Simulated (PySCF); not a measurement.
# C3H4F2O3: magnetic properties

Wanted: magnetic properties for C3H4F2O3 (`F[C@@H]1OCO[C@@H](F)O1`).

Computed with PySCF 2.14.0 and routines of our own; the level stands in each step. Atoms count from 0.

### Step 1. The starting structure

12 atoms, charge 0, multiplicity 1; geometry from: GFN2-xTB.

### Step 2. Magnetic properties: GIAO PBE0/pcSseg-1

Job settings and geometry (Å):

```
{"job": {"kind": "mag", "xc": "PBE0", "basis": "pcSseg-1", "isotopologues": 2}, "charge": 0, "multiplicity": 1}
F     -0.611759     2.513089    -0.002730
C     -0.333281     1.233315     0.259897
O      0.985194     1.012032    -0.084973
C      1.294729    -0.349669     0.012566
O      0.425188    -1.127307    -0.781059
C     -0.880909    -0.867681    -0.493391
F     -1.171507    -1.375906     0.763370
O     -1.215777     0.461234    -0.505074
H     -0.508534     1.059986     1.343059
H      2.298673    -0.482749    -0.390712
H      1.239940    -0.683693     1.063770
H     -1.520759    -1.393337    -1.210751
```

With the program's defaults for keys left out, this is: GIAO PBE0/pcSseg-1 magnetisability, rotational g tensor and spin-rotation constants, non-relativistic, gas phase.

Launch:

```sh
> OMP_NUM_THREADS=1 python excited_run.py task.json out
```

This one command runs all jobs of the session in turn.

Log:

```text
coarse grid: 11168 points
cycle   1  E = -541.1655348410  dE =  1.667e+00  |g| = 1.128e+00  |ddm| = 3.041e+00
cycle   2  E = -540.9870951125  dE =  1.784e-01  |g| = 1.559e+00  |ddm| = 1.263e+00
cycle   3  E = -541.3756540435  dE = -3.886e-01  |g| = 6.572e-02  |ddm| = 7.626e-01
cycle   4  E = -541.3759908670  dE = -3.368e-04  |g| = 4.695e-02  |ddm| = 5.546e-02
cycle   5  E = -541.3763114072  dE = -3.205e-04  |g| = 7.762e-03  |ddm| = 2.726e-02
cycle   6  E = -541.3763201051  dE = -8.698e-06  |g| = 2.622e-03  |ddm| = 5.140e-03
final grid: 111944 points
cycle   7  E = -541.4691330227  dE = -4.114e-05  |g| = 1.514e-02  |ddm| = 2.340e-02
cycle   8  E = -541.4691020805  dE =  3.094e-05  |g| = 2.054e-02  |ddm| = 1.653e-02
cycle   9  E = -541.4691707349  dE = -6.865e-05  |g| = 9.073e-04  |ddm| = 9.745e-03
cycle  10  E = -541.4691708676  dE = -1.327e-07  |g| = 3.717e-04  |ddm| = 8.073e-04
cycle  11  E = -541.4691708897  dE = -2.212e-08  |g| = 9.337e-05  |ddm| = 2.603e-04
cycle  12  E = -541.4691708912  dE = -1.515e-09  |g| = 2.246e-05  |ddm| = 7.005e-05
cycle  13  E = -541.4691708913  dE = -7.765e-11  |g| = 7.276e-06  |ddm| = 1.458e-05
converged SCF energy = -541.4691708913

Magnetisability tensor (1e-30 J/T^2)
     -916.41        1.13      -25.56
        1.13     -959.42      -20.30
      -25.56      -20.30     -880.14
isotropic -918.66   principal values    -964.89   -927.76   -863.32
isotropic susceptibility -55.323 1e-6 cm^3/mol

Inertial axes            a          b          c
rot. const./GHz      3.5703     1.9826     1.5142
chi total           -57.792    -54.784    -53.392
chi diamagnetic    -403.759   -625.097   -800.302
chi paramagnetic    345.967    570.313    746.910
quadrupole/D A       -6.714      3.645      3.069
g nuclear            0.5505     0.5062     0.5115
g electronic        -0.5803    -0.5312    -0.5313
g total             -0.0298    -0.0250    -0.0199

Spin-rotation constants (kHz, H = +C I.J)
atom  isotope        aa         bb         cc
  0    19F        3.050      1.699      1.959
  6    19F        3.698      2.222      1.509
  8     1H       -0.321     -0.157      0.085
  9     1H       -0.390      0.131     -0.144
 10     1H       -0.330     -0.168      0.077
 11     1H       -0.175     -0.112     -0.022
  1    13C*       1.031      0.559      0.434
  2    17O*      -0.620     -0.330     -0.175
  3    13C*       0.762      0.531      0.380
  7    17O*      -0.675     -0.398     -0.227
* in the singly substituted isotopologue

Isotopologues: g along a, b, c
2H    at 8,9,10,11         -0.0271    -0.0242    -0.0191
13C   at 1                 -0.0298    -0.0249    -0.0198
```

Wall time 19 s (1 thread of Arm Neoverse V1, shared host); peak memory 0.76 GiB.

From this job:

| quantity | value |
| --- | --- |
| magnetisability | -919·10⁻³⁰ J/T² |
| molar susceptibility | -55.3·10⁻⁶ cm³/mol |
| rotational g (a, b, c) | -0.0298, -0.0250, -0.0199 |

### Step 3. Magnetic properties: common gauge origin BHandHLYP/pcSseg-1

Settings changed since step 2:

```diff
@@ -1,2 +1,2 @@
-{"job": {"kind": "mag", "xc": "PBE0", "basis": "pcSseg-1", "isotopologues": 2}, "charge": 0, "multiplicity": 1}
+{"job": {"kind": "mag", "xc": "BHandHLYP", "basis": "pcSseg-1", "gauge": [0, 0, 0]}, "charge": 0, "multiplicity": 1}
 F     -0.611759     2.513089    -0.002730
```

Method: common gauge origin BHandHLYP/pcSseg-1 magnetisability, rotational g tensor and spin-rotation constants, non-relativistic, gas phase.

Log:

```text
coarse grid: 11168 points
cycle   1  E = -541.4620230247  dE =  1.832e+00  |g| = 1.166e+00  |ddm| = 3.006e+00
cycle   2  E = -541.4578029870  dE =  4.220e-03  |g| = 1.240e+00  |ddm| = 1.094e+00
cycle   3  E = -541.6993591027  dE = -2.416e-01  |g| = 5.928e-02  |ddm| = 5.824e-01
cycle   4  E = -541.6998238549  dE = -4.648e-04  |g| = 3.624e-02  |ddm| = 5.043e-02
cycle   5  E = -541.7000176071  dE = -1.938e-04  |g| = 8.099e-03  |ddm| = 2.206e-02
cycle   6  E = -541.7000284535  dE = -1.085e-05  |g| = 2.178e-03  |ddm| = 5.865e-03
cycle   7  E = -541.7000294026  dE = -9.492e-07  |g| = 4.999e-04  |ddm| = 1.847e-03
final grid: 111944 points
cycle   8  E = -541.7656253935  dE = -2.249e-05  |g| = 3.933e-03  |ddm| = 1.109e-02
cycle   9  E = -541.7656254159  dE = -2.241e-08  |g| = 4.076e-03  |ddm| = 3.787e-03
cycle  10  E = -541.7656278633  dE = -2.447e-06  |g| = 1.850e-04  |ddm| = 1.806e-03
cycle  11  E = -541.7656278682  dE = -4.920e-09  |g| = 1.268e-04  |ddm| = 1.938e-04
cycle  12  E = -541.7656278709  dE = -2.722e-09  |g| = 2.329e-05  |ddm| = 7.523e-05
cycle  13  E = -541.7656278710  dE = -9.675e-11  |g| = 7.228e-06  |ddm| = 2.021e-05
converged SCF energy = -541.7656278710

Magnetisability tensor (1e-30 J/T^2)
    -3075.64       18.68     -156.11
       18.68    -2142.23      -93.47
     -156.11      -93.47    -3561.68
isotropic -2926.52   principal values   -3612.36  -3031.99  -2135.20
isotropic susceptibility -176.239 1e-6 cm^3/mol

Inertial axes            a          b          c
rot. const./GHz      3.5703     1.9826     1.5142
chi total          -129.142   -183.371   -216.203
chi diamagnetic    -403.826   -625.575   -800.926
chi paramagnetic    274.684    442.204    584.723
quadrupole/D A       -7.261      3.795      3.466
g nuclear            0.5505     0.5062     0.5115
g electronic        -0.4607    -0.4119    -0.4159
g total              0.0898     0.0943     0.0955

Spin-rotation constants (kHz, H = +C I.J)
atom  isotope        aa         bb         cc
  0    19F        2.786      1.707      1.720
  6    19F        3.258      1.876      1.234
  8     1H       -0.583     -0.477     -0.255
  9     1H       -0.006     -0.047     -0.054
 10     1H       -0.511     -0.338     -0.114
 11     1H       -0.307     -0.132     -0.065
  1    13C*       0.824      0.394      0.253
  2    17O*      -0.509     -0.238     -0.173
  3    13C*       0.705      0.411      0.308
  7    17O*      -0.527     -0.328     -0.182
* in the singly substituted isotopologue
```

It took 8.5 s on 1 thread of Arm Neoverse V1, shared host; peak memory 0.74 GiB.

It converged, yet the result is unsound: a common gauge origin replaces GIAOs, so the magnetic properties depend on where the origin lies.

### Step 4. Results

| quantity | value |
| --- | --- |
| magnetisability (step 2, GIAO PBE0/pcSseg-1) | -919·10⁻³⁰ J/T² |
| molar susceptibility (step 2, GIAO PBE0/pcSseg-1) | -55.3·10⁻⁶ cm³/mol |
| rotational g (a, b, c) (step 2, GIAO PBE0/pcSseg-1) | -0.0298, -0.0250, -0.0199 |
| runs | 0 failed, 1 ended on unsound input |

The values above hold for this geometry and these levels alone. Vibrational averaging and real surroundings are missing from these values.
